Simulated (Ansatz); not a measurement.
# C₂H₄FIn: how energies converge with the basis set

Aim: see how fast density functionals converge with the basis set for C₂H₄FIn.

Computed with Ansatz 0.2.0, Gaussian basis. Level: one geometry, several basis sets.

Plan: PBE0-D4/def2-SVP; ωB97M-V/def2-SVP; PBE0-D4/def2-QZVPP; ωB97M-V/def2-QZVPP; the functionals' def2-TZVPP values are taken from earlier runs.

1 further run of the same task is left out (for a known fault of the program).

## (1) The geometry

An earlier PBE0-D4 in a triple-zeta def2 set relaxation fixed the geometry. In takes the def2 core potential; no spin-orbit term is included.

SMILES `C=[C](F)[InH2]`, 8 atoms, charge 0, spin multiplicity 1.

Atoms are counted from 1 here; the program's logs count them from 0.

Bond lengths: C1–C2 1.327 Å, C1–H5 1.086 Å, C1–H6 1.082 Å, C2–F3 1.356 Å, C2–In4 2.154 Å, In4–H7 1.721 Å, In4–H8 1.716 Å. Angles: C2–C1–H5 122.0°, C2–C1–H6 119.6°, H5–C1–H6 118.4°, C1–C2–F3 117.9°, C1–C2–In4 124.7°, F3–C2–In4 117.4°, C2–In4–H7 115.2°, C2–In4–H8 119.9°, H7–In4–H8 124.9°.

## (2) PBE0-D4 in def2-SVP

File in.yaml:

```yaml
crystal:
  periodic: [false, false, false]
  atoms:
    - {symbol: C, position_ang: [1.088302, 0.907868, 0.495084]}
    - {symbol: C, position_ang: [-0.144298, 0.665826, 0.066107]}
    - {symbol: F, position_ang: [-1.000520, 1.713248, -0.025514]}
    - {symbol: In, position_ang: [-0.889393, -1.275417, -0.494696]}
    - {symbol: H, position_ang: [1.416642, 1.906738, 0.767609]}
    - {symbol: H, position_ang: [1.794857, 0.092288, 0.578757]}
    - {symbol: H, position_ang: [0.246535, -2.561331, -0.362506]}
    - {symbol: H, position_ang: [-2.512135, -1.449230, -1.024840]}
basis:
  gaussian: {orbitals: def2-SVP}
hamiltonian: {xc: pbe0, dispersion: d4}
output: {orbitals: {seedname: orbitals}}
```

The run is started by

```sh
$ ansatz run in.yaml --threads 2 --pin off --events-out ev --progress --plain --max-ram 4352MiB
```

After this run come: ωB97M-V in def2-SVP; PBE0-D4 in def2-QZVPP; ωB97M-V in def2-QZVPP.

Before running them: what should the planned runs give, taken together? Wanted: PBE0-D4: double and triple zeta above quadruple; ωB97M-V: double and triple zeta above quadruple.

The runs gave:

```
                                       quantity          value
PBE0-D4: double and triple zeta above quadruple  6.27, 0.31 eV
ωB97M-V: double and triple zeta above quadruple  6.48, 0.30 eV
```

PBE0-D4 gains 5.97 eV from double to triple zeta, then 0.31 eV more. Total energies overstate the basis error of differences, where much of it tends to cancel.
